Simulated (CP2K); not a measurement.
The system is NiMoIrPdW.

```
Ni Mo Pd Ir W
1.0
     4.11705    0.00000    0.00000
    -2.05853    3.56547    0.00000
     0.00000    0.00000    5.44580
Ni Mo Pd Ir W
1 1 1 1 1
Cartesian
  0.0000 0.0000 5.2157
  2.0585 1.1885 5.2367
  2.0585 1.1885 2.5211
  0.0000 2.3770 3.9521
  0.0000 2.3770 1.2875
```

The cell was built by a generator and needn't be a form met in nature.

Base run:

```yaml
Program: CP2K 2026.2
Functional: RPBE
Potentials_or_basis: GTH_POTENTIALS Ni GTH-PBE-q18, Pd GTH-PBE-q18, Ir GTH-PBE-q17, W GTH-PBE-q14; POTENTIAL_UZH Mo GTH-PBE-q14; TZVP-MOLOPT-SR-GTH, TZVP-MOLOPT-PBE-GTH basis
Density_cutoff: 13606 eV
k_mesh: 8 × 8 × 5
Occupations: fermi-dirac, width 0.05 eV
Spin: collinear spin, ferromagnetic start
Starting_moments: "[1.0, 1.0, 0.0, 0.6, 0.0] μB"
```

Its results: pressure 3.7 GPa.

The run is repeated on the same cell with these changes: functional from RPBE to vdW-DF-cx. What comes out?

Pressure -6.1 GPa.

Caveats: the potentials were made for another functional, which shifts forces and pressure; the basis of atomic orbitals isn't converged, which shifts pressures, moduli and gaps; the total moment is fixed, so each spin has its own Fermi level.
